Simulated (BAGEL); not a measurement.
# doublet CH4Se+ at 5 levels

We compute a comparison of 5 runs (UHF/STO-3G, UHF/3-21G, ROHF/6-31G*, ROHF/def2-SVPD, UHF/def2-SVPD) of doublet CH4Se+. 

The results are computed with BAGEL 1.2.2.

4 further runs of the same task are left out: 2 that didn't finish, 2 set aside as unsound or not needed. Runs told in other sessions of the task aren't counted.

## (1) The system as given

The species is CH4Se+ (6 atoms), meant as a doublet with charge +1. SMILES of the parent species: `C[SeH]`. The coordinates come from a PBE0-D4/def2-TZVP relaxation. That shape belongs to the parent species and isn't relaxed for this state.

Bond lengths: C1–Se2 1.949 Å, C1–H3 1.087 Å, C1–H4 1.089 Å, C1–H5 1.088 Å, Se2–H6 1.468 Å. Angles: C1–Se2–H6 95.4°, Se2–C1–H3 110.6°, Se2–C1–H4 106.0°, Se2–C1–H5 110.6°, H3–C1–H4 109.3°, H3–C1–H5 110.9°, H4–C1–H5 109.3°.

## (2) A single-point energy at UHF/STO-3G (density fitting with qzvpp-jkfit) (run 1)

Input file hf.json:

```json
{ "bagel" : [

{
  "title" : "molecule",
  "basis" : "sto-3g",
  "df_basis" : "qzvpp-jkfit",
  "angstrom" : "true",
  "geometry" : [
    { "atom" : "C", "xyz" : [      -0.134400,      -0.353500,      -0.393800 ] },
    { "atom" : "Se", "xyz" : [       0.854300,       0.256800,       1.170700 ] },
    { "atom" : "H", "xyz" : [      -1.197900,      -0.413200,      -0.174800 ] },
    { "atom" : "H", "xyz" : [       0.243900,      -1.350000,      -0.617200 ] },
    { "atom" : "H", "xyz" : [       0.051300,       0.300400,      -1.242700 ] },
    { "atom" : "H", "xyz" : [       0.182800,       1.559600,       1.257800 ] }
  ]
},

{ "title" : "uhf", "charge" : 1, "nopen" : 1 },

{ "title" : "print", "file" : "orbitals.molden", "orbitals" : "true" }

]}
```

Command:

```console
$ BAGEL_NUM_THREADS=1 BAGEL hf.json > hf.out
```

The program printed:

```text
* using 1 threads per process

  ===============================================================
  ===============================================================

  *** Geometry ***

  { "atom" : "C", "xyz" : [     -0.253979,     -0.668018,     -0.744174 ] },
  { "atom" : "Se", "xyz" : [      1.614393,      0.485282,      2.212302 ] },
  { "atom" : "H", "xyz" : [     -2.263703,     -0.780835,     -0.330324 ] },
  { "atom" : "H", "xyz" : [      0.460904,     -2.551130,     -1.166339 ] },
  { "atom" : "H", "xyz" : [      0.096943,      0.567674,     -2.348363 ] },
  { "atom" : "H", "xyz" : [      0.345442,      2.947217,      2.376898 ] },

  Number of auxiliary basis functions:      413

  Since a DF basis is specified, we compute 2- and 3-index integrals:
    o Being stored without compression. Storage requirement is 0.002 GB

  Number of basis functions:       27
  Number of electrons      :       44

    * METHOD: MOLECULE                             0.18

  *** Open-shell HF ***

  === Nuclear Repulsion ===
   100.4727446014

      * DIIS with orbital gradients will be used.

  === UHF iteration (sto-3g) ===
      0      -2413.01579006          0.01798373           0.04
      1      -2413.03943600          0.00566853           0.04
      2      -2413.04221947          0.00183983           0.04
      3      -2413.04265470          0.00065847           0.04
      4      -2413.04283946          0.00008159           0.04
      5      -2413.04287883          0.00001091           0.04
      6      -2413.04289276          0.00000333           0.04
      7      -2413.04289735          0.00000212           0.04
      8      -2413.04290052          0.00000053           0.04
      9      -2413.04290060          0.00000028           0.04
     10      -2413.04290061          0.00000010           0.04
     11      -2413.04290061          0.00000002           0.04
     12      -2413.04290061          0.00000001           0.04
    * SCF iteration converged.

    * S^2 (UHF) is 0.7594

    * Permanent dipole moment:
           (    0.561401,    -0.382961,     0.400044) a.u.

    * METHOD: UHF                                  0.61

    * METHOD: PRINT                                0.00

  ===============================================================
```

It took 0.92 s on 1 thread of Arm Neoverse N1, shared host.

## (3) A single-point energy at UHF/3-21G (density fitting with qzvpp-jkfit) (run 2)

Input file input.json:

```json
{ "bagel": [

{
  "title": "molecule",
  "basis": "3-21g",
  "df_basis": "qzvpp-jkfit",
  "angstrom": true,
  "geometry": [
    { "atom": "C", "xyz": [   -0.134400,   -0.353500,   -0.393800 ] },
    { "atom": "Se", "xyz": [    0.854300,    0.256800,    1.170700 ] },
    { "atom": "H", "xyz": [   -1.197900,   -0.413200,   -0.174800 ] },
    { "atom": "H", "xyz": [    0.243900,   -1.350000,   -0.617200 ] },
    { "atom": "H", "xyz": [    0.051300,    0.300400,   -1.242700 ] },
    { "atom": "H", "xyz": [    0.182800,    1.559600,    1.257800 ] }
  ]
},
{
  "title": "uhf",
  "charge": 1,
  "nopen": 1
},
{
  "title": "print",
  "file": "orbitals.molden",
  "orbitals": true
}

]}
```

Command:

```console
$ BAGEL_NUM_THREADS=1 BAGEL input.json > input.out
```

The program printed:

```text
* using 1 threads per process

  ===============================================================
  ===============================================================

  *** Geometry ***

  { "atom" : "C", "xyz" : [     -0.253979,     -0.668018,     -0.744174 ] },
  { "atom" : "Se", "xyz" : [      1.614393,      0.485282,      2.212302 ] },
  { "atom" : "H", "xyz" : [     -2.263703,     -0.780835,     -0.330324 ] },
  { "atom" : "H", "xyz" : [      0.460904,     -2.551130,     -1.166339 ] },
  { "atom" : "H", "xyz" : [      0.096943,      0.567674,     -2.348363 ] },
  { "atom" : "H", "xyz" : [      0.345442,      2.947217,      2.376898 ] },

  Number of auxiliary basis functions:      413

  Since a DF basis is specified, we compute 2- and 3-index integrals:
    o Being stored without compression. Storage requirement is 0.005 GB

  Number of basis functions:       39
  Number of electrons      :       44

    * METHOD: MOLECULE                             0.18

  *** Open-shell HF ***

  === Nuclear Repulsion ===
   100.4727446014

      * DIIS with orbital gradients will be used.

  === UHF iteration (3-21g) ===
      0      -2428.09159003          0.02665385           0.06
      1      -2428.13962379          0.00753942           0.05
      2      -2428.14325715          0.00342718           0.05
      3      -2428.14393248          0.00114327           0.06
      4      -2428.14419164          0.00026999           0.05
      5      -2428.14424955          0.00005482           0.05
      6      -2428.14426745          0.00000991           0.05
      7      -2428.14427486          0.00000511           0.05
      8      -2428.14428059          0.00000253           0.05
      9      -2428.14428308          0.00000080           0.06
     10      -2428.14428328          0.00000037           0.06
     11      -2428.14428330          0.00000020           0.06
     12      -2428.14428330          0.00000008           0.05
     13      -2428.14428330          0.00000001           0.06
     14      -2428.14428330          0.00000000           0.05
    * SCF iteration converged.

    * S^2 (UHF) is 0.7596

    * Permanent dipole moment:
           (    0.481645,    -0.249931,     0.395849) a.u.

    * METHOD: UHF                                  0.98

    * METHOD: PRINT                                0.01

  ===============================================================
```

It took 1.3 s on 1 thread of Arm Neoverse N1, shared host.

Runs 3 to 4 aren't shown in full; the table further down has their settings and results.

## (4) The energy at UHF/def2-SVPD (density fitting with qzvpp-jkfit) (run 5)

Input file hf.json:

```json
{ "bagel" : [

{
  "title" : "molecule",
  "basis" : "def2-svpd.json",
  "df_basis" : "qzvpp-jkfit",
  "angstrom" : true,
  "geometry" : [
    { "atom" : "C", "xyz" : [   -0.134400,   -0.353500,   -0.393800 ] },
    { "atom" : "Se", "xyz" : [    0.854300,    0.256800,    1.170700 ] },
    { "atom" : "H", "xyz" : [   -1.197900,   -0.413200,   -0.174800 ] },
    { "atom" : "H", "xyz" : [    0.243900,   -1.350000,   -0.617200 ] },
    { "atom" : "H", "xyz" : [    0.051300,    0.300400,   -1.242700 ] },
    { "atom" : "H", "xyz" : [    0.182800,    1.559600,    1.257800 ] }
  ]
},
{ "title" : "uhf", "charge" : 1, "nopen" : 1 },
{ "title" : "print", "file" : "orbitals.molden", "orbitals" : true }

]}
```

The basis set def2-SVPD is read from a file made from the Basis Set Exchange's data (not shown).

Command:

```console
$ BAGEL_NUM_THREADS=1 BAGEL hf.json > hf.out
```

The program printed:

```text
* using 1 threads per process

  ===============================================================
  ===============================================================

  *** Geometry ***

  { "atom" : "C", "xyz" : [     -0.253979,     -0.668018,     -0.744174 ] },
  { "atom" : "Se", "xyz" : [      1.614393,      0.485282,      2.212302 ] },
  { "atom" : "H", "xyz" : [     -2.263703,     -0.780835,     -0.330324 ] },
  { "atom" : "H", "xyz" : [      0.460904,     -2.551130,     -1.166339 ] },
  { "atom" : "H", "xyz" : [      0.096943,      0.567674,     -2.348363 ] },
  { "atom" : "H", "xyz" : [      0.345442,      2.947217,      2.376898 ] },

  Number of auxiliary basis functions:      413

  Since a DF basis is specified, we compute 2- and 3-index integrals:
    o Being stored without compression. Storage requirement is 0.029 GB

  Number of basis functions:       93
  Number of electrons      :       44

    * METHOD: MOLECULE                             0.28

  *** Open-shell HF ***

  === Nuclear Repulsion ===
   100.4727446014

      * DIIS with orbital gradients will be used.

  === UHF iteration (def2-svpd.json) ===
      0      -2439.32813633          0.02258741           0.16
      1      -2439.40306437          0.01081420           0.16
      2      -2439.41444145          0.00474319           0.16
      3      -2439.41722592          0.00134753           0.16
      4      -2439.41781054          0.00027746           0.16
      5      -2439.41785500          0.00010919           0.16
      6      -2439.41786945          0.00002769           0.16
      7      -2439.41787251          0.00000875           0.16
      8      -2439.41787391          0.00000323           0.16
      9      -2439.41787476          0.00000162           0.16
     10      -2439.41787512          0.00000103           0.16
     11      -2439.41787533          0.00000047           0.16
     12      -2439.41787538          0.00000013           0.16
     13      -2439.41787538          0.00000005           0.16
     14      -2439.41787538          0.00000003           0.16
     15      -2439.41787538          0.00000001           0.16
     16      -2439.41787538          0.00000001           0.16
    * SCF iteration converged.

    * S^2 (UHF) is 0.7635

    * Permanent dipole moment:
           (    0.445423,    -0.167838,     0.408437) a.u.

    * METHOD: UHF                                  3.03

    * METHOD: PRINT                                0.03

  ===============================================================
```

Run time: 3.6 s. Hardware: 1 thread of Arm Neoverse N1, shared host; peak memory 0.11 GiB.

## (5) All runs side by side

```tsv
run	level	energy (Eh)	⟨S²⟩	wall time
1	UHF/STO-3G (density fitting with qzvpp-jkfit)	-2413.042901	0.759	0.92 s
2	UHF/3-21G (density fitting with qzvpp-jkfit)	-2428.144283	0.760	1.3 s
3	ROHF/6-31G* (density fitting with qzvpp-jkfit, spherical functions)	-2439.425855	0.750	1.8 s
4	ROHF/def2-SVPD (density fitting with qzvpp-jkfit)	-2439.413190	0.750	3.3 s
5	UHF/def2-SVPD (density fitting with qzvpp-jkfit)	-2439.417875	0.763	3.6 s
```

## (6) Outcome

```
           quantity           value
run 5: total energy  -2439.41788 Eh
        run 5: ⟨S²⟩           0.763
```

What this shows: In run 1 the basis is minimal, so the values are rough. All runs together took 11 s, the longest 3.6 s.
